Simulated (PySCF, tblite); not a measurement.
# 2-ethylpyrazine: dynamics, then NMR shifts on frames

How do NMR shifts of 2-ethylpyrazine (`CCc1cnccn1`) change as the atoms move?

Programs: tblite 0.8.0 and PySCF 2.14.0, with density-fitted response routines of our own. Each step states its level of theory. These are calculated values for one molecule in the gas phase, unless marked as measured. Atoms count from 0, in the outputs and in this text.

### Step 1. Starting geometry

16 atoms, charge 0, multiplicity 1; geometry from: GFN2-xTB.

Bonds of the start (Å): C0–C1 1.53, C1–C2 1.50, C2–C3 1.40, C3–N4 1.32, N4–C5 1.33, C5–C6 1.39, C6–N7 1.32, N7–C2 1.33, C0–H8 1.09, C0–H9 1.09, C0–H10 1.09, C1–H11 1.09, C1–H12 1.09, C3–H13 1.08, C5–H14 1.08, C6–H15 1.08.

### Step 2. Thermal motion with GFN2-xTB

The job: settings as JSON, then the geometry in Å.

```
{"job": {"kind": "md", "xc": "GFN2-xTB", "basis": "xTB", "temperature": 300, "steps": 2000, "every": 50, "frames": 5}, "charge": 0, "multiplicity": 1}
C     -2.239234     0.465205    -0.402160
C     -1.330334    -0.765456    -0.428208
C      0.067015    -0.380807    -0.052549
C      0.485389    -0.300094     1.276713
N      1.706706     0.079869     1.607840
C      2.533846     0.386122     0.618279
C      2.130965     0.303212    -0.706892
N      0.906413    -0.075977    -1.036350
H     -1.878482     1.210019    -1.107471
H     -3.253540     0.187844    -0.677454
H     -2.257201     0.908281     0.591404
H     -1.319507    -1.184091    -1.434766
H     -1.706645    -1.515959     0.269638
H     -0.175735    -0.550623     2.095970
H      3.529222     0.697836     0.902398
H      2.793527     0.543563    -1.527805
```

Method: GFN2-xTB Langevin dynamics, gas phase.

Launch:

```sh
> OMP_NUM_THREADS=1 python probes_run.py task.json out
```

One launch serves the whole session: the jobs run in the order shown.

The log of the run:

```text
t/fs     T/K      E/eV
    0.0   244.0   -619.14031
   25.0   129.7   -618.86278
   50.0   230.1   -618.79112
   75.0   243.8   -618.68478
  100.0   260.3   -618.77060
  125.0   251.4   -618.73005
  150.0   246.0   -618.66662
  175.0   190.7   -618.66232
  200.0   252.2   -618.57847
  225.0   243.1   -618.61562
  250.0   305.3   -618.68284
  275.0   238.1   -618.48917
  300.0   375.9   -618.57302
  325.0   367.6   -618.58838
  350.0   345.4   -618.54427
  375.0   361.9   -618.56575
  400.0   371.4   -618.50683
  425.0   323.7   -618.44713
  450.0   356.9   -618.52287
  475.0   306.9   -618.38434
  500.0   326.7   -618.50648
  525.0   406.4   -618.53996
  550.0   352.7   -618.47682
  575.0   278.4   -618.39099
  600.0   294.5   -618.40359
  625.0   281.1   -618.54606
  650.0   377.3   -618.58425
  675.0   290.4   -618.56495
  700.0   246.9   -618.52806
  725.0   316.4   -618.56567
  750.0   363.7   -618.80237
  775.0   354.5   -618.60414
  800.0   399.5   -618.54834
  825.0   338.9   -618.48370
  850.0   315.2   -618.36009
  875.0   371.8   -618.42517
  900.0   383.5   -618.40525
  925.0   418.4   -618.42127
  950.0   441.2   -618.59346
  975.0   356.1   -618.55216
 1000.0   319.2   -618.73448
```

Wall time 17 s (1 thread of Arm Neoverse N1, shared host); peak memory 0.19 GiB.

Distance from the start (root mean square after alignment): 0 fs 0.00 Å, 200 fs 0.23 Å, 400 fs 0.24 Å, 600 fs 0.98 Å, 800 fs 1.25 Å, 1000 fs 1.69 Å.

Positions (Å) and forces (eV/Å) at 1000 fs:

```xyz
16

C    -2.405    0.902   -0.270   -0.237    0.226    0.418
C    -1.815    1.304    1.093    1.401   -0.089   -0.921
C    -0.441    0.610    1.285   -2.711    1.001   -0.319
C    -0.400   -0.705    1.675   -0.733   -1.614    1.092
N     0.710   -1.391    1.624    0.156   -0.540   -0.576
C     1.808   -0.783    1.200    0.329    0.279    0.688
C     1.829    0.603    1.167   -0.856    0.641   -1.144
N     0.645    1.266    1.060    2.285    0.248    0.401
H    -2.586   -0.161   -0.395    0.844   -0.200    0.020
H    -3.394    1.285   -0.412   -0.685    0.732    0.254
H    -1.806    1.369   -1.025    0.444   -0.368   -0.608
H    -2.488    1.011    1.855   -0.521   -0.372    0.944
H    -1.675    2.394    1.134    0.012   -0.356   -0.085
H    -1.255   -1.269    2.096    0.385    0.534   -0.324
H     2.648   -1.446    1.030    0.135    0.268    0.075
H     2.710    1.237    1.044   -0.248   -0.390    0.086
```

### Step 3. Nuclear shieldings: 250 fs, PBE0/pcSseg-1

The job: settings as JSON, then the geometry in Å.

```
{"job": {"kind": "nmr", "xc": "PBE0", "basis": "pcSseg-1", "pop": false}, "charge": 0, "multiplicity": 1}
C     -2.463100     0.805700    -0.278500
C     -1.909000    -0.610800    -0.097100
C     -0.438900    -0.477100     0.129300
C      0.062200    -0.576800     1.489400
N      1.374300    -0.451100     1.675700
C      2.169300    -0.183300     0.642400
C      1.627600     0.072800    -0.613900
N      0.352900    -0.187800    -0.891100
H     -1.906600     1.285800    -1.062500
H     -3.528700     0.810900    -0.445200
H     -2.449300     1.391800     0.606600
H     -2.071700    -1.140900    -0.992900
H     -2.360200    -1.123300     0.741800
H     -0.532200    -0.785700     2.312500
H      3.275500    -0.190900     0.867800
H      2.099100     0.388400    -1.551000
```

Level: GIAO PBE0/pcSseg-1 NMR shielding, non-relativistic, gas phase.

The log of the run:

```text
coarse grid: 13600 points
cycle   1  E = -342.3989995672  dE =  1.295e+00  |g| = 3.819e-01  |ddm| = 3.718e+00
cycle   2  E = -342.3915029476  dE =  7.497e-03  |g| = 4.459e-01  |ddm| = 7.955e-01
cycle   3  E = -342.4356056685  dE = -4.410e-02  |g| = 7.256e-02  |ddm| = 4.073e-01
cycle   4  E = -342.4364460746  dE = -8.404e-04  |g| = 3.384e-02  |ddm| = 6.475e-02
cycle   5  E = -342.4366933216  dE = -2.472e-04  |g| = 6.941e-03  |ddm| = 3.464e-02
cycle   6  E = -342.4367014480  dE = -8.126e-06  |g| = 4.061e-03  |ddm| = 9.516e-03
cycle   7  E = -342.4367055214  dE = -4.073e-06  |g| = 8.273e-04  |ddm| = 4.139e-03
final grid: 132208 points
cycle   8  E = -342.4815389003  dE = -4.487e-05  |g| = 7.480e-03  |ddm| = 3.334e-02
cycle   9  E = -342.4815362408  dE =  2.660e-06  |g| = 8.303e-03  |ddm| = 1.361e-02
cycle  10  E = -342.4815523361  dE = -1.610e-05  |g| = 1.596e-03  |ddm| = 7.653e-03
cycle  11  E = -342.4815529398  dE = -6.037e-07  |g| = 3.655e-04  |ddm| = 1.815e-03
cycle  12  E = -342.4815529678  dE = -2.798e-08  |g| = 1.481e-04  |ddm| = 4.172e-04
cycle  13  E = -342.4815529724  dE = -4.568e-09  |g| = 3.680e-05  |ddm| = 1.342e-04
cycle  14  E = -342.4815529726  dE = -2.657e-10  |g| = 1.259e-05  |ddm| = 4.127e-05
converged SCF energy = -342.4815529726

GIAO shielding tensors (ppm)
atom      isotropic    diamagn.    paramagn.     s11        s22        s33       span
  0 C      169.792     245.017     -75.225    151.958    165.012    192.405     40.446
  1 C      156.843     247.815     -90.971    146.397    149.308    174.826     28.428
  2 C       13.423     259.376    -245.953    -83.539    -27.734    151.542    235.081
  3 C       30.532     253.896    -223.364    -89.289     41.030    139.854    229.143
  4 N     -129.081     328.773    -457.854   -496.962   -200.568    310.287    807.249
  5 C       41.515     254.238    -212.723    -59.039     37.780    145.804    204.842
  6 C       36.518     254.041    -217.523    -64.663     24.902    149.315    213.979
  7 N      -94.771     332.157    -426.928   -384.804   -194.507    294.998    679.801
  8 H       30.604      29.923       0.681     25.304     30.152     36.354     11.050
  9 H       30.633      27.490       3.143     26.747     26.909     38.244     11.498
 10 H       31.387      31.122       0.265     27.500     30.078     36.583      9.083
 11 H       29.825      30.999      -1.174     26.972     27.427     35.076      8.104
 12 H       29.304      31.266      -1.963     25.168     28.019     34.724      9.556
 13 H       22.957      33.953     -10.997     19.004     20.951     28.914      9.910
 14 H       22.201      27.791      -5.590     18.586     23.030     24.988      6.402
 15 H       22.449      30.699      -8.250     18.113     22.558     26.676      8.562
```

It took 37 s on 1 thread of Arm Neoverse N1, shared host; peak memory 0.79 GiB.

Shifts follow as δ = σ(reference) − σ, with reference shieldings (ppm) from runs at the same level and on the same kind of geometry: 1H TMS 31.72, 13C TMS 186.9, 15N NH3 267.7. The references are single molecules in the gas phase, so shifts against H2O, NH3, PH3, H3PO4 or CFCl3 are not on the usual liquid scales and can be off by tens of ppm. Each atom is listed at this fixed geometry, with no averaging over motion; a spectrum would average atoms that exchange fast.

```tsv
atoms	environment	σ (ppm)	δ (ppm)
C2	substituted aromatic carbon next to a ring nitrogen	13.4	173.5
C3	aromatic CH next to a ring nitrogen	30.5	156.4
C6	aromatic CH next to a ring nitrogen	36.5	150.4
C5	aromatic CH next to a ring nitrogen	41.5	145.4
C1	sp3 CH2 on an aromatic ring	156.8	30.1
C0	methyl carbon	169.8	17.1
H14	hydrogen on an aromatic CH next to a ring nitrogen	22.20	9.52
H15	hydrogen on an aromatic CH next to a ring nitrogen	22.45	9.27
H13	hydrogen on an aromatic CH next to a ring nitrogen	22.96	8.76
H12	hydrogen on an sp3 CH2 on an aromatic ring	29.30	2.41
H11	hydrogen on an sp3 CH2 on an aromatic ring	29.83	1.89
H8	hydrogen on a methyl carbon	30.60	1.11
H9	hydrogen on a methyl carbon	30.63	1.08
H10	hydrogen on a methyl carbon	31.39	0.33
N4	pyridine-type ring nitrogen	-129.1	396.8
N7	pyridine-type ring nitrogen	-94.8	362.5
```

Ring of atoms C2, C3, N4, C5, C6, N7: NICS(0) -5.7, NICS(1) -10.8, NICS(1)zz -26.9 ppm (means of both faces).

### Step 4. NMR shieldings: 425 fs, PBE0/pcSseg-1

The job: settings as JSON, then the geometry in Å.

```
{"job": {"kind": "nmr", "xc": "PBE0", "basis": "pcSseg-1", "pop": false}, "charge": 0, "multiplicity": 1}
C     -2.893500     0.738000    -0.092200
C     -2.423400    -0.631900     0.404500
C     -0.983500    -0.413500     0.700500
C     -0.347600    -0.352600     1.898600
N      0.969300    -0.508100     1.976500
C      1.691400    -0.659400     0.881000
C      1.091000    -0.346600    -0.333800
N     -0.237600    -0.325000    -0.359700
H     -2.248700     0.872800    -1.018000
H     -3.908000     0.824000    -0.422800
H     -2.587200     1.379900     0.701800
H     -2.550900    -1.355600    -0.455600
H     -2.968900    -1.019800     1.265600
H     -0.834200    -0.280400     2.878100
H      2.759900    -0.803200     0.929200
H      1.585900    -0.139500    -1.362000
```

Method: GIAO PBE0/pcSseg-1 NMR shielding, non-relativistic, gas phase.

The log of the run:

```text
coarse grid: 13600 points
cycle   1  E = -342.3888652652  dE =  1.410e+00  |g| = 3.726e-01  |ddm| = 3.721e+00
cycle   2  E = -342.3795559180  dE =  9.309e-03  |g| = 4.447e-01  |ddm| = 8.244e-01
cycle   3  E = -342.4241600483  dE = -4.460e-02  |g| = 7.986e-02  |ddm| = 4.345e-01
cycle   4  E = -342.4252079080  dE = -1.048e-03  |g| = 3.900e-02  |ddm| = 8.395e-02
cycle   5  E = -342.4255456790  dE = -3.378e-04  |g| = 1.151e-02  |ddm| = 4.204e-02
cycle   6  E = -342.4255719664  dE = -2.629e-05  |g| = 4.988e-03  |ddm| = 1.438e-02
cycle   7  E = -342.4255775686  dE = -5.602e-06  |g| = 8.702e-04  |ddm| = 4.958e-03
final grid: 132208 points
cycle   8  E = -342.4698769797  dE = -3.844e-05  |g| = 7.204e-03  |ddm| = 3.971e-02
cycle   9  E = -342.4698726061  dE =  4.374e-06  |g| = 8.581e-03  |ddm| = 1.413e-02
cycle  10  E = -342.4698894654  dE = -1.686e-05  |g| = 1.603e-03  |ddm| = 8.049e-03
cycle  11  E = -342.4698900467  dE = -5.813e-07  |g| = 3.590e-04  |ddm| = 1.774e-03
cycle  12  E = -342.4698900711  dE = -2.434e-08  |g| = 1.718e-04  |ddm| = 4.330e-04
cycle  13  E = -342.4698900772  dE = -6.168e-09  |g| = 3.033e-05  |ddm| = 1.546e-04
cycle  14  E = -342.4698900774  dE = -1.862e-10  |g| = 1.287e-05  |ddm| = 3.826e-05
converged SCF energy = -342.4698900774

GIAO shielding tensors (ppm)
atom      isotropic    diamagn.    paramagn.     s11        s22        s33       span
  0 C      162.331     251.674     -89.343    145.559    162.797    178.637     33.078
  1 C      149.697     246.091     -96.394    131.537    147.824    169.729     38.192
  2 C       33.558     261.629    -228.072    -53.020     -4.243    157.936    210.956
  3 C       48.106     250.339    -202.233    -44.776     41.770    147.323    192.099
  4 N     -112.946     328.271    -441.217   -475.975   -186.880    324.018    799.993
  5 C       43.039     256.259    -213.220    -62.529     36.520    155.126    217.655
  6 C       33.154     255.775    -222.621    -74.976     36.517    137.921    212.897
  7 N     -108.125     336.432    -444.558   -451.437   -177.497    304.558    755.995
  8 H       27.938      29.980      -2.042     22.334     28.264     33.215     10.881
  9 H       30.312      28.804       1.508     26.255     27.292     37.388     11.134
 10 H       30.435      31.024      -0.590     26.083     30.352     34.870      8.787
 11 H       28.241      28.788      -0.547     24.863     25.805     34.056      9.193
 12 H       29.048      29.980      -0.932     25.059     27.771     34.314      9.255
 13 H       22.923      30.694      -7.771     17.652     23.616     27.502      9.850
 14 H       23.136      30.208      -7.072     19.482     23.527     26.400      6.918
 15 H       21.723      30.106      -8.383     17.517     22.885     24.767      7.251
```

Wall time 37 s (1 thread of Arm Neoverse N1, shared host); peak memory 0.83 GiB.

Key values: δ C6 153.8, C2 153.4, C5 143.9, C3 138.8, H15 9.99, H13 8.79 ppm.

(Part 1 of 2 ends here.)
